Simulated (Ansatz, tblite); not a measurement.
# The cluster In5P5: a ladder of methods and basis sets

The task here is to estimate one member of a computed series from the others.

The runs use Ansatz 0.2.0, Gaussian basis; as each input shows.

Levels to be run: GFN1-xTB, GFN2-xTB, PBE-D4/def2-TZVP, r2SCAN-D4/def2-TZVP, BLYP-D4/def2-TZVP, B97M-V/def2-TZVP, PBE-D4/def2-SVP, PBE0-D4/def2-SVP, MP2/def2-SVP, RPA/def2-SVP.

4 further runs of the same task are left out: 4 that didn't finish. Runs told in other sessions of the task aren't counted.

## The structure

The singlet was relaxed beforehand with PBE-D4/def2-SVP. At that level it is the lowest of the isomers that a small search found.

10 atoms, charge 0, spin multiplicity 1.

Bond lengths: In1–P8 2.977 Å, In1–P10 2.865 Å, In2–P6 2.985 Å, In2–P10 2.881 Å, In3–P9 2.695 Å, In3–P10 2.939 Å, In4–P7 2.972 Å, In4–P9 2.832 Å, In5–P9 2.822 Å, In5–P10 2.873 Å, P6–P7 2.208 Å, P6–P8 2.203 Å, P7–P9 2.192 Å, P8–P10 2.187 Å. Angles: P8–In1–P10 43.9°, P6–In2–P10 74.5°, P9–In3–P10 77.3°, P7–In4–P9 44.3°, P9–In5–P10 76.4°, In2–P6–P7 85.9°, In2–P6–P8 69.2°, P7–P6–P8 108.0°, In4–P7–P6 69.4°, In4–P7–P9 64.5°, P6–P7–P9 107.8°, In1–P8–P6 169.7°, In1–P8–P10 65.3°, P6–P8–P10 107.9°, In3–P9–In4 86.0°, In3–P9–In5 97.8°, In3–P9–P7 116.2°, In4–P9–In5 145.4° and more.

In takes a core potential in the def2 sets. No spin-orbit coupling is included.

PBE0-D4/def2-TZVP was run before; its log isn't repeated, and its numbers join the tables.

Set-up of the first run:

Tight binding, by tblite at 300 K electronic temperature and without a spin-polarisation term:

```python
tblite.interface.Calculator('GFN1-xTB', numbers, positions, charge=0, uhf=0).singlepoint()
```

Tight binding, by tblite at 300 K electronic temperature and without a spin-polarisation term:

```python
tblite.interface.Calculator('GFN2-xTB', numbers, positions, charge=0, uhf=0).singlepoint()
```

start.molden holds the orbitals of an earlier run on this state, given as this run's starting guess.

File in.yaml:

```yaml
crystal:
  periodic: [false, false, false]
  atoms:
    - {symbol: In, position_ang: [-3.091604, -2.126288, 0.606040]}
    - {symbol: In, position_ang: [1.921582, -2.285441, 0.792006]}
    - {symbol: In, position_ang: [-2.225536, 0.789820, -0.550386]}
    - {symbol: In, position_ang: [0.208898, 3.212688, 1.002290]}
    - {symbol: In, position_ang: [1.027467, -0.580600, -2.751108]}
    - {symbol: P, position_ang: [1.228412, 0.466371, 1.716490]}
    - {symbol: P, position_ang: [1.908513, 1.135638, -0.274597]}
    - {symbol: P, position_ang: [-0.590036, -0.746478, 1.443294]}
    - {symbol: P, position_ang: [0.140595, 1.743742, -1.418426]}
    - {symbol: P, position_ang: [-0.528281, -1.609451, -0.565584]}
basis:
  gaussian: {orbitals: def2-TZVP, initial_orbitals: start.molden}
hamiltonian: {xc: pbe, dispersion: d4}
scf: {omitted_lower_state_checks: [starts]}
output: {forces: true, orbitals: {seedname: orbitals}}
```

Launch:

```
ansatz run in.yaml --threads 4 --pin off --events-out ev --progress --plain --max-ram 6963MiB
```

Among the steps run: PBE-D4/def2-TZVP; r2SCAN-D4/def2-TZVP; BLYP-D4/def2-TZVP; B97M-V/def2-TZVP; PBE-D4/def2-SVP; PBE0-D4/def2-SVP; MP2/def2-SVP; RPA/def2-SVP.

One of the session's tables, all rows but one given; the rest of the session is left out.

It belongs to the step «Binding energy». 

```
              level  binding an atom (eV)
        HF/def2-SVP                 0.939
    PBE-D4/def2-SVP                 2.699
   PBE-D4/def2-TZVP                 2.732
  BLYP-D4/def2-TZVP                 2.589
r2SCAN-D4/def2-TZVP                 2.557
   B97M-V/def2-TZVP                 2.637
   PBE0-D4/def2-SVP                 2.532
  PBE0-D4/def2-TZVP                 2.575
       RPA/def2-SVP                     ?
       MP2/def2-SVP                 2.236
```

Q: Estimate the row for RPA/def2-SVP from the others.

**Answer.** binding an atom (eV): 2.043. In the column «binding an atom (eV)» it lies between HF/def2-SVP (0.939) and MP2/def2-SVP (2.236).

Limits of these values: Free atoms were run apart at each level; binding is atoms less cluster, divided by the number of atoms, without zero-point or spin-orbit terms.
